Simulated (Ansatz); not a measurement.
Crystal: Ta3AsAu2O13.

```
Ta As Au O
1.0
     5.88672    0.00000    0.00000
     2.19986    5.91413    0.00000
     1.85109    1.73865    7.56124
Ta As Au O
3 1 2 13
Direct
  0.39605 0.05000 0.58683
  0.95891 0.61806 0.76348
  0.06984 0.27356 0.18903
  0.07072 0.88917 0.02743
  0.21939 0.67567 0.38144
  0.68925 0.45927 0.56874
  0.16689 0.59518 0.16534
  0.86104 0.11514 0.11677
  0.26950 0.96377 0.83676
  0.87527 0.82792 0.92000
  0.70329 0.78261 0.54686
  0.17528 0.40817 0.59350
  0.27798 0.92640 0.17203
  0.64612 0.14878 0.61595
  0.14281 0.39538 0.93941
  0.30048 0.17203 0.35732
  0.19051 0.80386 0.59347
  0.70787 0.47140 0.81379
  0.77878 0.42364 0.31185
```

The cell was built by a generator and needn't be a form met in nature.

Base run:

```yaml
Program: Ansatz 0.2.0
Functional: PBE
Potentials_or_basis: Ansatz PAW
Cutoff: "420 eV (not typed: the program's choice for these potentials)"
k_mesh: 5 × 5 × 4
Occupations: fermi-dirac, width 0.05 eV
Spin: no spin polarisation
Hubbard_terms: Au d U = 4 eV, Ta d U = 4 eV
```

Its results: band gap on the k mesh 1.75 eV, indirect (least direct gap 1.79 eV); pressure 1.6 GPa; largest force 0.265 eV/Å.

Question: The run is repeated on the same cell with these changes: hubbard terms from Au d U = 4 eV, Ta d U = 4 eV to Au d U = 2 eV, Ta d U = 2 eV. What comes out?

Answer: Band gap on the k mesh 1.71 eV, indirect (least direct gap 1.74 eV); pressure 0.8 GPa; largest force 0.129 eV/Å.

Caveats: odd divisions of the mesh miss points on the zone boundary, where band edges often lie, so the gap on the mesh can be too wide; spin-orbit coupling is left out, which moves the levels of the heavy elements.

A k mesh can miss the band edges.
